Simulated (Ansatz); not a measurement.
# CH6Ge (methyl germane): a chain of runs

We compute a series of 24 runs (HF/STO-3G, UHF/STO-3G, HF/3-21G, UHF/3-21G, HF/6-31G*, UHF/6-31G*, B3LYP/6-31G*, UB3LYP/6-31G*, and more) of CH6Ge. 

The calculation is run with Ansatz 0.2.0.

### Step 1. The molecule

CH6Ge has 8 atoms, charge 0, and is taken as a singlet. SMILES: `[CH3][GeH3]`. Geometry: relaxed at PBE0-D4/def2-TZVP. The run starts from this shape.

Bond lengths: C1–Ge2 1.953 Å, C1–H3 1.090 Å, C1–H4 1.090 Å, C1–H5 1.091 Å, Ge2–H6 1.539 Å, Ge2–H7 1.539 Å, Ge2–H8 1.539 Å. Some angles: C1–Ge2–H6 110.4°, C1–Ge2–H7 110.4°, C1–Ge2–H8 110.4°, Ge2–C1–H3 110.3°, Ge2–C1–H4 110.3°, Ge2–C1–H5 110.3°, H6–Ge2–H7 108.5°, H6–Ge2–H8 108.5°, H7–Ge2–H8 108.5°, H3–C1–H4 108.6°.

### Step 2. A structure relaxation at HF/STO-3G (run 1)

File input.yaml:

```yaml
crystal:
  periodic: [false, false, false]
  atoms:
    - {symbol: C, position_ang: [-0.310900, 0.190300, -0.971400]}
    - {symbol: Ge, position_ang: [0.296900, -0.181900, 0.846700]}
    - {symbol: H, position_ang: [-1.380100, 0.404200, -0.976500]}
    - {symbol: H, position_ang: [0.218800, 1.052200, -1.378400]}
    - {symbol: H, position_ang: [-0.124600, -0.669400, -1.616000]}
    - {symbol: H, position_ang: [0.030700, 1.028200, 1.760100]}
    - {symbol: H, position_ang: [1.807100, -0.479600, 0.857700]}
    - {symbol: H, position_ang: [-0.445700, -1.401200, 1.422100]}
basis:
  gaussian: {orbitals: STO-3G}
hamiltonian: {xc: hf}
relax: {f_tol: 0.002}
output: {orbitals: {seedname: orbitals}}
```

Launch:

```bash
ansatz run input.yaml --threads 1 --pin off --max-ram 3480MiB --events-out events.jsonl --progress --plain --runs-dir runs
```

The log of the run:

```text
Warning: RAYON_NUM_THREADS=1 ignored (pool sized by the plan → 1); use --threads N
The last accepted step is kept in runs//last_step.txt (removed where the run ends without a failure and the disk answers)
[... 43 lines left out ...]
Total energy: -56944.69605019 eV, -2092.6789813430 hartree
[... 8 lines left out ...]
Dipole moment:    -0.000863     0.000524    -0.002607 e Å
```

It took 2.3 s on 1 thread of Arm Neoverse V1, shared host; peak memory 0.088 GiB.

Steps, from the record of the run:

```tsv
step	energy from the first frame kept (eV)	largest force (eV/Å)
1	0.0000	2.0555
2	-0.3754	0.1219
3	-0.3758	0.0334
4	-0.3758	0.0055
5	-0.3758	0.0002
```

After the run. Bond lengths: C1–Ge2 1.910 Å, C1–H3 1.082 Å, C1–H4 1.082 Å, C1–H5 1.082 Å, Ge2–H6 1.434 Å, Ge2–H7 1.434 Å, Ge2–H8 1.434 Å. Some angles: C1–Ge2–H6 109.6°, C1–Ge2–H7 109.6°, C1–Ge2–H8 109.6°, Ge2–C1–H3 111.5°, Ge2–C1–H4 111.5°, Ge2–C1–H5 111.5°, H6–Ge2–H7 109.3°, H6–Ge2–H8 109.3°, H7–Ge2–H8 109.3°, H3–C1–H4 107.3°.

### Step 3. The harmonic vibrations at HF/STO-3G (run 2)

File in.yaml:

```yaml
crystal:
  periodic: [false, false, false]
  atoms:
    - symbol: C
      position_ang: [-0.295439, 0.180801, -0.925194]
    - symbol: Ge
      position_ang: [0.298924, -0.183121, 0.852727]
    - symbol: H
      position_ang: [-1.355614, 0.395087, -0.953257]
    - symbol: H
      position_ang: [0.217483, 1.034365, -1.348299]
    - symbol: H
      position_ang: [-0.118810, -0.660136, -1.582693]
    - symbol: H
      position_ang: [0.043541, 0.954202, 1.687251]
    - symbol: H
      position_ang: [1.705798, -0.458354, 0.842485]
    - symbol: H
      position_ang: [-0.403683, -1.320045, 1.371280]
basis:
  gaussian:
    orbitals: STO-3G
hamiltonian:
  xc: hf
phonons:
  temperatures:
    t_min: 298.15
    t_max: 298.15
    t_step: 1
```

Launch:

```bash
ansatz run in.yaml --threads 1 --pin off --max-ram 3480MiB --events-out events.jsonl --progress --plain --runs-dir runs
```

The log of the run:

```text
Warning: RAYON_NUM_THREADS=1 ignored (pool sized by the plan → 1); use --threads N
[... 263 lines left out ...]
Total energy: -56944.69606729 eV, -2092.6789819714 hartree
[... 8 lines left out ...]
Dipole moment:    -0.000864     0.000524    -0.002608 e Å
Vibrations: 164.06 652.41 652.42 672.57 1073.29 1073.30 1074.55 1155.23 1155.23 1668.56 1856.23 1856.25 2424.23 2424.23 2479.70 3571.19 3751.68 3751.71 cm⁻¹, zero-point energy 1.950075 eV
```

Wall time 15 s (1 thread of Arm Neoverse V1, shared host); peak memory 0.08 GiB.

Runs 3 to 23 aren't shown in full; the table further down has their settings and results.

### Step 4. The harmonic vibrations at r2SCAN/def2-TZVP (run 24)

File run.yaml:

```yaml
crystal:
  periodic: [false, false, false]
  atoms:
    - {symbol: C, position_ang: [-0.310799, 0.190201, -0.971153]}
    - {symbol: Ge, position_ang: [0.297250, -0.182088, 0.847754]}
    - {symbol: H, position_ang: [-1.380322, 0.403096, -0.976192]}
    - {symbol: H, position_ang: [0.218254, 1.052832, -1.377601]}
    - {symbol: H, position_ang: [-0.123399, -0.669157, -1.615838]}
    - {symbol: H, position_ang: [0.032035, 1.025869, 1.758224]}
    - {symbol: H, position_ang: [1.803827, -0.479721, 0.857726]}
    - {symbol: H, position_ang: [-0.444647, -1.398232, 1.421380]}
basis:
  gaussian:
    orbitals: def2-TZVP
hamiltonian:
  xc: {name: r2SCAN}
phonons:
  temperatures: {t_min: 298.15, t_max: 298.15, t_step: 1}
```

Launch:

```bash
ansatz run run.yaml --threads 1 --pin off --max-ram 3480MiB --events-out events.jsonl --progress --plain --runs-dir runs
```

The log of the run:

```text
Warning: RAYON_NUM_THREADS=1 ignored (pool sized by the plan → 1); use --threads N
[... 22 lines left out ...]
802 factors; their error is unknown
[... 41 lines left out ...]
802 factors; their error is unknown
[... 41 lines left out ...]
802 factors; their error is unknown
[... 40 lines left out ...]
802 factors; their error is unknown
[... 41 lines left out ...]
802 factors; their error is unknown
[... 40 lines left out ...]
802 factors; their error is unknown
[... 4 lines left out ...]
802 factors; their error is unknown
[... 5 lines left out ...]
802 factors; their error is unknown
[... 4 lines left out ...]
802 factors; their error is unknown
[... 4 lines left out ...]
802 factors; their error is unknown
[... 4 lines left out ...]
802 factors; their error is unknown
[... 4 lines left out ...]
802 factors; their error is unknown
[... 12 lines left out ...]
Dipole moment:    -0.048110     0.029459    -0.143911 e Å
Vibrations: 168.38 487.66 487.69 603.74 839.90 845.30 845.35 903.38 903.39 1260.51 1461.43 1461.47 2141.34 2146.99 2147.04 3048.76 3139.94 3139.99 cm⁻¹, zero-point energy 1.613795 eV
```

It took 2.2 min on 1 thread of Arm Neoverse V1, shared host; peak memory 0.14 GiB.

### Step 5. The series

```tsv
run	level	task	walk f tol	partner	energy (Eh)	dipole moment (D)	wall time
1	HF/STO-3G	optimise	0.002	base	-2092.678981	0.01	2.3 s
2	HF/STO-3G	frequencies	–	base	-2092.678982	0.01	15 s
3	UHF/STO-3G	energy	–	cation	-2092.326868	–	0.99 s
4	UHF/STO-3G	optimise	–	cation	-2092.378859	–	3.6 s
5	HF/3-21G	optimise	0.002	base	-2106.481846	0.63	2.5 s
6	HF/3-21G	frequencies	–	base	-2106.481846	0.63	15 s
7	UHF/3-21G	energy	–	cation	-2106.093721	–	1.2 s
8	UHF/3-21G	optimise	–	cation	-2106.144851	–	5.4 s
9	HF/6-31G* (Cartesian functions)	optimise	0.002	base	-2116.423484	0.67	6.9 s
10	HF/6-31G* (Cartesian functions)	frequencies	–	base	-2116.423484	0.67	47 s
11	UHF/6-31G* (Cartesian functions)	energy	–	cation	-2116.042905	–	2.4 s
12	UHF/6-31G* (Cartesian functions)	optimise	–	cation	-2116.096116	–	12 s
13	B3LYP/6-31G* (Cartesian functions)	optimise	0.002	base	-2118.476254	0.78	13 s
14	B3LYP/6-31G* (Cartesian functions)	frequencies	–	base	-2118.476254	0.78	79 s
15	UB3LYP/6-31G* (Cartesian functions)	energy	–	cation	-2118.067738	–	6.9 s
16	UB3LYP/6-31G* (Cartesian functions)	optimise	–	cation	-2118.109080	–	30 s
17	PBE/def2-SVP	optimise	0.002	base	-2118.029195	0.76	9.6 s
18	PBE/def2-SVP	frequencies	–	base	-2118.029195	0.76	51 s
19	MP2/6-31G* (Cartesian functions)	optimise	0.002	base	-2116.812360	0.72	8.4 s
20	MP2/6-31G* (Cartesian functions)	frequencies	–	base	-2116.812360	0.72	78 s
21	UMP2/6-31G* (Cartesian functions)	energy	–	cation	-2116.405425	–	8.4 s
22	UMP2/6-31G* (Cartesian functions)	optimise	–	cation	-2116.451494	–	21 s
23	r2SCAN/def2-TZVP	optimise	0.002	base	-2118.686082	0.74	24 s
24	r2SCAN/def2-TZVP	frequencies	–	base	-2118.686082	0.74	2.2 min
```

### Step 6. Results

```
                                                                           quantity           value
                                             run 24, r2SCAN/def2-TZVP: total energy  -2118.68608 Eh
                                            run 24, r2SCAN/def2-TZVP: dipole moment          0.74 D
                                 run 24, r2SCAN/def2-TZVP: largest force on an atom      0.000 eV/Å
                               run 24, r2SCAN/def2-TZVP: lowest harmonic wavenumber        168 cm⁻¹
                              run 24, r2SCAN/def2-TZVP: highest harmonic wavenumber       3140 cm⁻¹
                                        run 24, r2SCAN/def2-TZVP: zero-point energy    155.7 kJ/mol
                      vertical ionisation energy (to the doublet cation), HF/STO-3G        9.582 eV
                       vertical ionisation energy (to the doublet cation), HF/3-21G       10.561 eV
                      vertical ionisation energy (to the doublet cation), HF/6-31G*       10.356 eV
                   vertical ionisation energy (to the doublet cation), B3LYP/6-31G*       11.116 eV
                     vertical ionisation energy (to the doublet cation), MP2/6-31G*       11.073 eV
 adiabatic ionisation energy (to the doublet cation, no zero-point term), HF/STO-3G        8.167 eV
  adiabatic ionisation energy (to the doublet cation, no zero-point term), HF/3-21G        9.170 eV
adiabatic ionisation energy (to the doublet cation, no zero-point term), MP2/6-31G*        9.820 eV
```

**Reading.** At HF/STO-3G: removing an electron at fixed nuclei costs 9.58 eV (924 kJ/mol). In a minimal basis such a difference can be off by several eV, whatever the method. At HF/3-21G: removing an electron at fixed nuclei costs 10.56 eV (1019 kJ/mol). At HF/6-31G*: removing an electron at fixed nuclei costs 10.36 eV (999 kJ/mol). At B3LYP/6-31G*: removing an electron at fixed nuclei costs 11.12 eV (1073 kJ/mol). At MP2/6-31G*: removing an electron at fixed nuclei costs 11.07 eV (255 kcal/mol). Totals of different functionals can't be ranked against each other. In runs 1, 2, 3, 4 the basis is minimal, so the values are rough. All runs together took 9.6 min, the longest 2.2 min.
